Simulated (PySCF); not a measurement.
# A gas-phase reaction: FHO2Zn2 → HO2Zn2 + F

Aim: the reaction energy of `[OH][Zn][O][Zn][F]` → `[OH][Zn][O][Zn]` + `[F]`.

Computed with PySCF 2.14.0; each step states its level. No surroundings beyond the atoms listed, unless a continuum is named. Atoms count from 0, parts from 1.

## (1) Starting point

Each species was relaxed by itself at PBE0-D3(BJ)/def2-SVPD.

## (2) Reaction energy: wB97M-D3(BJ)/def2-TZVPD

What the job is given:

```
{"job": {"kind": "react", "xc": "wB97M-D3(BJ)", "basis": "def2-TZVPD"}, "charge": 0, "multiplicity": 1}
-1 FHO2Zn2 charge 0 multiplicity 1
O     -0.999650     0.307110    -2.544350
Zn    -0.521440     0.404780    -0.837580
O     -0.148800     0.693330     0.857000
Zn     0.775250    -0.089500     2.118000
F      1.679560    -0.816810     3.427170
H     -0.784910    -0.498900    -3.020210

+1 HO2Zn2 charge 0 multiplicity 2
O      0.712360    -1.086720    -1.568340
Zn     0.154610    -0.170810    -0.145470
O     -0.304380     0.674000     1.311700
Zn    -0.795190     1.540560     2.791700
H      0.232550    -0.956970    -2.389560

+1 F charge 0 multiplicity 2
F      0.000000     0.000000     0.000000
```

Level: wB97M-D3(BJ)/def2-TZVPD reaction energy of separated species, gas phase.

Started as:

```sh
$ OMP_NUM_THREADS=1 python cluster_run.py task.json out
```

One launch serves the whole session: the jobs run in the order shown.

Output:

```text
species 1 (FHO2Zn2)
coarse grid: 33016 points
cycle   1  E = -3809.6087291352  dE = -3.135e-01  |g| = 1.676e+00  |ddm| = 2.593e+00
cycle   2  E = -3809.1648545117  dE =  4.439e-01  |g| = 2.754e+00  |ddm| = 3.408e+00
cycle   3  E = -3809.9887727560  dE = -8.239e-01  |g| = 1.370e-01  |ddm| = 1.864e+00
cycle   4  E = -3809.9908873988  dE = -2.115e-03  |g| = 9.683e-02  |ddm| = 1.356e-01
cycle   5  E = -3809.9923223555  dE = -1.435e-03  |g| = 1.510e-02  |ddm| = 7.581e-02
cycle   6  E = -3809.9924253099  dE = -1.030e-04  |g| = 8.055e-03  |ddm| = 2.995e-02
cycle   7  E = -3809.9924416165  dE = -1.631e-05  |g| = 4.460e-03  |ddm| = 1.221e-02
cycle   8  E = -3809.9924460496  dE = -4.433e-06  |g| = 8.520e-04  |ddm| = 6.441e-03
final grid: 65472 points
cycle   9  E = -3809.9922453932  dE = -4.117e-07  |g| = 8.106e-04  |ddm| = 3.029e-03
cycle  10  E = -3809.9922453879  dE =  5.332e-09  |g| = 1.251e-03  |ddm| = 8.852e-04
cycle  11  E = -3809.9922455011  dE = -1.132e-07  |g| = 1.018e-04  |ddm| = 4.094e-04
cycle  12  E = -3809.9922455075  dE = -6.468e-09  |g| = 1.018e-04  |ddm| = 2.226e-04
cycle  13  E = -3809.9922455107  dE = -3.129e-09  |g| = 1.402e-05  |ddm| = 2.145e-04
cycle  14  E = -3809.9922455108  dE = -1.164e-10  |g| = 7.509e-06  |ddm| = 3.622e-05
converged SCF energy = -3809.9922455108

species 2 (HO2Zn2)
coarse grid: 27712 points
cycle   1  E = -3709.6628597763  dE = -2.984e-01  |g| = 1.078e+00  |ddm| = 2.234e+00
cycle   2  E = -3709.1342404234  dE =  5.286e-01  |g| = 1.829e+00  |ddm| = 4.119e+00
cycle   3  E = -3710.0019072208  dE = -8.677e-01  |g| = 1.324e-01  |ddm| = 2.537e+00
cycle   4  E = -3710.0071730712  dE = -5.266e-03  |g| = 1.002e-01  |ddm| = 2.177e-01
cycle   5  E = -3710.0113487837  dE = -4.176e-03  |g| = 1.649e-02  |ddm| = 2.036e-01
cycle   6  E = -3710.0118452453  dE = -4.965e-04  |g| = 1.297e-02  |ddm| = 1.176e-01
cycle   7  E = -3710.0119807559  dE = -1.355e-04  |g| = 5.016e-03  |ddm| = 5.937e-02
cycle   8  E = -3710.0120116834  dE = -3.093e-05  |g| = 1.702e-03  |ddm| = 3.526e-02
cycle   9  E = -3710.0120146692  dE = -2.986e-06  |g| = 1.462e-03  |ddm| = 8.864e-03
final grid: 53864 points
cycle  10  E = -3710.0118669507  dE = -2.696e-07  |g| = 2.378e-03  |ddm| = 3.466e-03
cycle  11  E = -3710.0118659647  dE =  9.859e-07  |g| = 3.819e-03  |ddm| = 3.856e-03
cycle  12  E = -3710.0118679369  dE = -1.972e-06  |g| = 1.849e-04  |ddm| = 1.857e-03
cycle  13  E = -3710.0118679806  dE = -4.370e-08  |g| = 1.454e-04  |ddm| = 7.423e-04
cycle  14  E = -3710.0118680145  dE = -3.383e-08  |g| = 2.741e-05  |ddm| = 1.159e-03
cycle  15  E = -3710.0118680148  dE = -3.383e-10  |g| = 1.586e-05  |ddm| = 6.533e-05
converged SCF energy = -3710.0118680148

species 3 (F)
coarse grid: 5304 points
cycle   1  E = -99.7820933357  dE = -1.786e-01  |g| = 1.190e-01  |ddm| = 4.703e-01
cycle   2  E = -99.7856882042  dE = -3.595e-03  |g| = 3.590e-02  |ddm| = 4.709e-02
cycle   3  E = -99.7860007336  dE = -3.125e-04  |g| = 2.055e-02  |ddm| = 2.092e-02
cycle   4  E = -99.7861188749  dE = -1.181e-04  |g| = 2.310e-03  |ddm| = 7.856e-03
cycle   5  E = -99.7861233878  dE = -4.513e-06  |g| = 3.296e-04  |ddm| = 2.233e-03
final grid: 11608 points
cycle   6  E = -99.7861114244  dE = -8.159e-08  |g| = 1.265e-04  |ddm| = 2.309e-04
cycle   7  E = -99.7861114360  dE = -1.161e-08  |g| = 5.672e-05  |ddm| = 9.004e-05
cycle   8  E = -99.7861114378  dE = -1.802e-09  |g| = 3.250e-05  |ddm| = 4.089e-05
cycle   9  E = -99.7861114382  dE = -4.567e-10  |g| = 2.681e-06  |ddm| = 2.094e-05
converged SCF energy = -99.7861114382

Reaction energy = 122.268 kcal/mol
```

Wall time 99 s (1 thread of Arm Neoverse N1, shared host); peak memory 0.8 GiB.

Species by species (with the dispersion term, which the log's SCF energies lack):

```
 ν             species  energy (Eh)  HOMO (eV)
-1  [OH][Zn][O][Zn][F]  -3809.99605     -10.78
+1     [OH][Zn][O][Zn]  -3710.01509      -8.34
+1                 [F]    -99.78611     -15.25
```

## (3) Reaction energy: PBE0-D3(BJ)/def2-TZVPD

The job, as its differences from that of step 2:

```diff
@@ -1,2 +1,2 @@
-{"job": {"kind": "react", "xc": "wB97M-D3(BJ)", "basis": "def2-TZVPD"}, "charge": 0, "multiplicity": 1}
+{"job": {"kind": "react", "xc": "PBE0", "basis": "def2-TZVPD", "disp": "d3bj"}, "charge": 0, "multiplicity": 1}
 -1 FHO2Zn2 charge 0 multiplicity 1
```

With the program's defaults for keys left out, this is: PBE0-D3(BJ)/def2-TZVPD reaction energy of separated species, gas phase.

Output:

```text
species 1 (FHO2Zn2)
coarse grid: 33016 points
cycle   1  E = -3808.6408685422  dE = -1.353e-01  |g| = 1.896e+00  |ddm| = 2.760e+00
cycle   2  E = -3806.4237514549  dE =  2.217e+00  |g| = 4.217e+00  |ddm| = 5.251e+00
cycle   3  E = -3809.0995377558  dE = -2.676e+00  |g| = 4.360e-01  |ddm| = 3.960e+00
cycle   4  E = -3809.1137797162  dE = -1.424e-02  |g| = 3.446e-01  |ddm| = 4.594e-01
cycle   5  E = -3809.1321885759  dE = -1.841e-02  |g| = 4.748e-02  |ddm| = 2.140e-01
cycle   6  E = -3809.1324225200  dE = -2.339e-04  |g| = 2.251e-02  |ddm| = 3.691e-02
cycle   7  E = -3809.1325066922  dE = -8.417e-05  |g| = 3.657e-03  |ddm| = 1.548e-02
cycle   8  E = -3809.1325085526  dE = -1.860e-06  |g| = 1.441e-03  |ddm| = 2.885e-03
final grid: 65472 points
cycle   9  E = -3809.1324735419  dE =  4.636e-07  |g| = 2.789e-03  |ddm| = 2.374e-03
cycle  10  E = -3809.1324709705  dE =  2.571e-06  |g| = 5.517e-03  |ddm| = 4.193e-03
cycle  11  E = -3809.1324744701  dE = -3.500e-06  |g| = 3.047e-04  |ddm| = 2.769e-03
cycle  12  E = -3809.1324744803  dE = -1.026e-08  |g| = 2.416e-05  |ddm| = 1.344e-04
cycle  13  E = -3809.1324744804  dE = -2.638e-11  |g| = 2.084e-05  |ddm| = 3.197e-05
converged SCF energy = -3809.1324744804

species 2 (HO2Zn2)
coarse grid: 27712 points
cycle   1  E = -3708.8296117510  dE = -1.735e-01  |g| = 1.227e+00  |ddm| = 2.544e+00
cycle   2  E = -3705.2926690911  dE =  3.537e+00  |g| = 3.031e+00  |ddm| = 6.931e+00
cycle   3  E = -3709.1408205726  dE = -3.848e+00  |g| = 5.849e-01  |ddm| = 5.954e+00
cycle   4  E = -3709.2539088695  dE = -1.131e-01  |g| = 1.979e-01  |ddm| = 6.110e-01
cycle   5  E = -3709.2644234599  dE = -1.051e-02  |g| = 5.134e-02  |ddm| = 4.476e-01
cycle   6  E = -3709.2649386472  dE = -5.152e-04  |g| = 3.352e-02  |ddm| = 9.873e-02
cycle   7  E = -3709.2653013954  dE = -3.627e-04  |g| = 9.023e-03  |ddm| = 4.859e-02
cycle   8  E = -3709.2653378594  dE = -3.646e-05  |g| = 1.737e-03  |ddm| = 3.049e-02
cycle   9  E = -3709.2653402931  dE = -2.434e-06  |g| = 4.448e-04  |ddm| = 7.926e-03
final grid: 53864 points
cycle  10  E = -3709.2653452764  dE = -2.862e-07  |g| = 4.534e-04  |ddm| = 2.056e-03
cycle  11  E = -3709.2653451520  dE =  1.244e-07  |g| = 9.004e-04  |ddm| = 1.119e-03
cycle  12  E = -3709.2653453835  dE = -2.316e-07  |g| = 1.058e-04  |ddm| = 6.283e-04
cycle  13  E = -3709.2653453910  dE = -7.492e-09  |g| = 9.704e-05  |ddm| = 2.655e-04
cycle  14  E = -3709.2653453968  dE = -5.762e-09  |g| = 4.520e-05  |ddm| = 1.784e-04
cycle  15  E = -3709.2653453983  dE = -1.536e-09  |g| = 8.533e-06  |ddm| = 1.194e-04
cycle  16  E = -3709.2653453983  dE = -1.819e-12  |g| = 5.130e-06  |ddm| = 1.012e-05
converged SCF energy = -3709.2653453983

species 3 (F)
coarse grid: 1088 points
cycle   1  E = -99.6695763384  dE = -1.026e-01  |g| = 1.291e-01  |ddm| = 4.734e-01
cycle   2  E = -99.6737850543  dE = -4.209e-03  |g| = 2.994e-02  |ddm| = 5.025e-02
cycle   3  E = -99.6739064579  dE = -1.214e-04  |g| = 2.441e-02  |ddm| = 2.050e-02
cycle   4  E = -99.6740675935  dE = -1.611e-04  |g| = 1.842e-03  |ddm| = 9.563e-03
cycle   5  E = -99.6740693694  dE = -1.776e-06  |g| = 2.631e-04  |ddm| = 1.292e-03
final grid: 11608 points
cycle   6  E = -99.6770306307  dE = -3.101e-06  |g| = 8.038e-04  |ddm| = 2.410e-03
cycle   7  E = -99.6770306559  dE = -2.523e-08  |g| = 7.360e-04  |ddm| = 5.742e-04
cycle   8  E = -99.6770307998  dE = -1.438e-07  |g| = 3.750e-05  |ddm| = 2.809e-04
cycle   9  E = -99.6770308004  dE = -6.964e-10  |g| = 4.899e-06  |ddm| = 2.580e-05
converged SCF energy = -99.6770308004

Reaction energy = 119.550 kcal/mol
```

It took 60 s on 1 thread of Arm Neoverse N1, shared host; peak memory 0.72 GiB.

Reaction energy at this level: 119.5 kcal/mol.

## (4) Comparing the runs

Energies in kcal/mol, with wall time:

```
                    run  reaction  time
wB97M-D3(BJ)/def2-TZVPD     122.3  99 s
 PBE0-D3(BJ)/def2-TZVPD     119.5  60 s
```

## (5) What came out

```
                                                quantity                    value
               reaction energy (wB97M-D3(BJ)/def2-TZVPD)           122.3 kcal/mol
                     ΔH, ΔG at 298 K (xTB thermal terms)  +121.6, +112.7 kcal/mol
range of the reaction energy over the runs of this table  119.5 to 122.3 kcal/mol
```

**Reading.** The reaction is endothermic by 121.6 kcal/mol in the gas phase; dispersion gives +0.36, and xTB itself gave 100.0 for the electronic energy (xTB energies and thermal terms come from the earlier relaxation of each species, not shown). No barrier was sought. xTB and this level differ widely in the electronic energy, so what comes from xTB (the thermal terms above all) is less safe here. The reaction energy runs from 119.5 (PBE0-D3(BJ)/def2-TZVPD) to 122.3 kcal/mol (wB97M-D3(BJ)/def2-TZVPD).
